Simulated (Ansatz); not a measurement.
# SbH₃S₂ (SMILES S[S][SbH2]): one structure at several levels

One table from this session's results is given with a row withheld; the runs are named, their logs left out.

The runs use Ansatz 0.2.0, Gaussian basis; single points in def2-TZVPP.

Correlated methods freeze the cores. Filled d shells of the heavier atoms are correlated. Core potentials replace the inner electrons past krypton, and spin-orbit coupling is left out.

## Starting geometry

6 atoms, charge 0, spin multiplicity 1.

Atoms are counted from 1 here; the program's logs count them from 0.

Bond lengths: S1–S2 2.032 Å, S1–H4 1.334 Å, S2–Sb3 2.450 Å, Sb3–H5 1.704 Å, Sb3–H6 1.704 Å. Angles: S2–S1–H4 98.3°, S1–S2–Sb3 102.6°, S2–Sb3–H5 91.3°, S2–Sb3–H6 87.5°, H5–Sb3–H6 87.5°.

Coordinates:

```
S    -0.89800   -1.53910   -1.27000
S    -0.45420   -0.78530    0.56420
Sb    0.69540    1.30860    0.01940
H    -2.19550   -1.23110   -1.29590
H     2.21600    0.58750    0.28800
H     0.65880    1.67520    1.68310
```

Set-up of the first run:

Input file run/in.yaml:

```yaml
crystal:
  periodic: [false, false, false]
  atoms:
    - {symbol: S, position_ang: [-0.898000, -1.539100, -1.270000]}
    - {symbol: S, position_ang: [-0.454200, -0.785300, 0.564200]}
    - {symbol: Sb, position_ang: [0.695400, 1.308600, 0.019400]}
    - {symbol: H, position_ang: [-2.195500, -1.231100, -1.295900]}
    - {symbol: H, position_ang: [2.216000, 0.587500, 0.288000]}
    - {symbol: H, position_ang: [0.658800, 1.675200, 1.683100]}
basis:
  gaussian: {orbitals: def2-TZVPP}
correlation: {method: ccsd_t}
output: {forces: true}
```

No record of the launch command was kept for these runs.

Steps of the session up to this table: CCSD(T)/def2-TZVPP; PBE0-D4/def2-TZVPP; wB97M-V/def2-TZVPP; r2SCAN-D4/def2-TZVPP; PBE-D4/def2-TZVPP; wB97X-V/def2-TZVPP; BHLYP-D4/def2-TZVPP.

One table of the session follows, with a row left open; its other results are not shown here.

| method | RMS force component (eV/Å) | angle to CCSD(T) forces (°) | dipole (D) |
| --- | --- | --- | --- |
| CCSD(T) | 0.287 | reference | 1.76 |
| PBE0-D4 | 0.178 | 34.9 | 1.79 |
| wB97M-V | 0.234 | 14.8 | 1.86 |
| r2SCAN-D4 | 0.201 | 33.4 | 1.74 |
| PBE-D4 | 0.324 | 52.1 | 1.67 |
| wB97X-V | ? | ? | ? |
| BHLYP-D4 | 0.205 | 26.1 | 1.94 |

**Question.** Estimate the row for wB97X-V.

The run gave: RMS force component (eV/Å): 0.214; angle to CCSD(T) forces (°): 29.7; dipole (D): 1.94. In the column «RMS force component (eV/Å)» it lies between BHLYP-D4 (0.205) and wB97M-V (0.234).
